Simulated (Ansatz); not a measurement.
**CH₃Ga (triplet): from Hartree-Fock to the top rungs at distance C1–Ga2 = 2.122 Å, cc-pVDZ**

How much of the correlation energy of CH₃Ga (triplet) does each wave-function method recover here?

Computed with Ansatz 0.2.0, Gaussian basis. Level: cc-pVDZ, correlated electrons: outside noble gas.

To be run: UHF; CCSD(T) on ROHF; CCSD(T) on UHF; BCCD(T) on ROHF; CISD; CCSDT(Q) on ROHF; CCSDT(Q) on UHF; CASSCF and MRCISD+Q, 4 electrons in 4 orbitals; CASSCF and NEVPT2, 4 electrons in 4 orbitals.

**1. The system**

The geometry derives from a PBE0/def2-TZVP stationary point (not a proven minimum). One bond is set to the value named and the two fragments are kept rigid. No spin-orbit coupling is included. The filled d shell of Ga may be among the frozen orbitals whatever the setting's name suggests; the logs give the count.

5 atoms, charge 0, spin multiplicity 3.

Atoms are counted from 1 here; the program's logs count them from 0.

Bond lengths: C1–Ga2 2.122 Å, C1–H3 1.090 Å, C1–H4 1.087 Å, Ga2–H5 1.596 Å. Angles: Ga2–C1–H3 122.8°, Ga2–C1–H4 123.5°, H3–C1–H4 113.7°, C1–Ga2–H5 119.5°.

In the tables R marks a restricted open-shell determinant and U an unrestricted one; 'pair' is the active space of 4 electrons in 4 orbitals; correlation energies count from the lowest restricted Hartree-Fock solution.

**2. UHF**

in.yaml reads:

```yaml
crystal:
  periodic: [false, false, false]
  atoms:
    - {symbol: C, position_ang: [0.000000, 0.091439, 1.763732]}
    - {symbol: Ga, position_ang: [0.000000, -0.038395, -0.354293]}
    - {symbol: H, position_ang: [0.000000, 1.042088, 2.296537]}
    - {symbol: H, position_ang: [0.000000, -0.776688, 2.417605]}
    - {symbol: H, position_ang: [0.000000, 1.300954, -1.223161]}
basis:
  gaussian: {orbitals: cc-pVDZ}
magnetization: {spin_polarized: true, initial_magnetization: 2}
hamiltonian: {xc: hf}
output: {orbitals: {seedname: orbitals}}
```

Launch:

```sh
$ ansatz run in.yaml --threads 1 --pin off --events-out ev --progress --plain --max-ram 2393MiB
```

After this run come: CCSD(T) on ROHF; CCSD(T) on UHF; BCCD(T) on ROHF; CISD; CCSDT(Q) on ROHF; CCSDT(Q) on UHF; CASSCF and MRCISD+Q, 4 electrons in 4 orbitals; CASSCF and NEVPT2, 4 electrons in 4 orbitals.

**Question.** What will the summary of the whole plan be? Wanted: correlation energy, UCCSDT(Q); RMP2 from UCCSDT(Q); UMP2 from UCCSDT(Q); RCCSD from UCCSDT(Q); RCCSD(T) from UCCSDT(Q); UCCSD(T) from UCCSDT(Q); RCCSDT(Q) from UCCSDT(Q); NEVPT2 pair from UCCSDT(Q); MRCISD+Q pair from UCCSDT(Q).

As calculated:

| quantity | value |
| --- | --- |
| correlation energy, UCCSDT(Q) | -5.6834 eV |
| RMP2 from UCCSDT(Q) | +100.8 kJ/mol |
| UMP2 from UCCSDT(Q) | +101.5 kJ/mol |
| RCCSD from UCCSDT(Q) | +17.4 kJ/mol |
| RCCSD(T) from UCCSDT(Q) | +4.0 kJ/mol |
| UCCSD(T) from UCCSDT(Q) | +3.4 kJ/mol |
| RCCSDT(Q) from UCCSDT(Q) | +0.7 kJ/mol |
| NEVPT2 pair from UCCSDT(Q) | +100.2 kJ/mol |
| MRCISD+Q pair from UCCSDT(Q) | +4.6 kJ/mol |
| levels of the table within 1 kcal/mol (43 meV) | RCCSD(T), UCCSD(T), BCCD(T), RCCSDT, UCCSDT, RCCSDT(Q) |
| T1 diagnostic | 0.022 |

In words: RCCSD(T) misses by +4.0 kJ/mol, 0.7 % of the correlation energy. Of the multireference levels listed MRCISD+Q pair comes nearest in total energy (+4.6 kJ/mol), which doesn't show that its space is the better one. These misses are within one basis, not against nature; the frozen cores of restricted and unrestricted runs differ, which can shift their rows.
